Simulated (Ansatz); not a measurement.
## C3H5ClSi, SMILES CC#C[SiH2]Cl: a ladder of methods at one geometry, step by step

Computed with Ansatz 0.2.0 through its Python package.

Run as a notebook:

**Cell 1**
```python
from pathlib import Path

import ansatz
import numpy as np
```

**Cell 2**
```python
BASIS = 'def2-SVP'
```

**Cell 3**
```python
system = (
    ansatz.Crystal.molecule()
    .atom('C', (-0.7708, -2.1869, 0.0957))
    .atom('C', (-0.2726, -0.7889, 0.0589))
    .atom('C', (0.1471, 0.3301, 0.0227))
    .atom('Si', (0.9464, 2.0734, -0.0081))
    .atom('Cl', (-0.1771, 3.1701, -1.3824))
    .atom('H', (-0.1779, -2.8161, -0.4738))
    .atom('H', (-1.7887, -2.1631, -0.3638))
    .atom('H', (-0.8646, -2.4923, 1.1044))
    .atom('H', (0.7438, 2.7503, 1.3565))
    .atom('H', (2.2975, 2.0722, -0.4072))
)

model = system.calculation().basis(gaussian=BASIS)

print('functional    E (Ha)        dipole (D)   HOMO (eV)  LUMO (eV)')
for name in ['cam_b3lyp', 'r2scan0', 'b3lyp', 'lda', 'blyp', 'pbe']:
    report = model.functional(name).forces().orbitals().run(runs_dir='runs').report
    lines = Path(report['orbitals_path']).read_text().splitlines()
    field_of = lambda key: [line.split('=')[1].strip() for line in lines if line.startswith(key)]
    orbitals = [(27.211386 * float(e), s, float(n)) for e, s, n in zip(field_of('Ene='), field_of('Spin='), field_of('Occup='))]
    homo = max(e for e, _, n in orbitals if n > 0.5)
    lumo = min(e for e, _, n in orbitals if n < 0.5)
    dipole = 4.803205 * np.linalg.norm(report['charge_distribution']['dipole_moment_e_ang'])
    print(f'{name:10s} {report["free_energy_ev"] / 27.211386246:14.6f} {dipole:9.3f} {homo:11.3f} {lumo:10.3f}')
```
Output:
```text
functional    E (Ha)        dipole (D)   HOMO (eV)  LUMO (eV)
cam_b3lyp     -866.623882     2.379      -9.155      0.985
r2scan0       -866.531759     2.560      -8.079     -0.088
b3lyp         -866.716230     2.361      -7.557     -0.328
lda           -862.912116     2.371      -6.733     -1.298
blyp          -866.607210     2.276      -6.361     -0.844
pbe           -866.175009     2.370      -6.601     -1.079
```

Caveats:
- Total energies depend on the basis set; only differences at equal settings carry meaning.
- The geometry is a force-field or estimated start, not a minimum of this method, and the basis set is short of its limit. A lower total doesn't mark the better method: functionals have no common bound, and MP2 and coupled cluster aren't variational.
- b3lyp holds the VWN-RPA fit, as in Gaussian; the form of ORCA and Turbomole is b3lyp5.
- Levels such as HOMO and LUMO are orbital energies: with these approximate functionals they aren't the ionisation energy and electron affinity, and their gap isn't the fundamental gap.
- Timing: 26 s on 1 thread of Arm Neoverse V1, with other jobs on the host, peak memory 0.3 GiB.
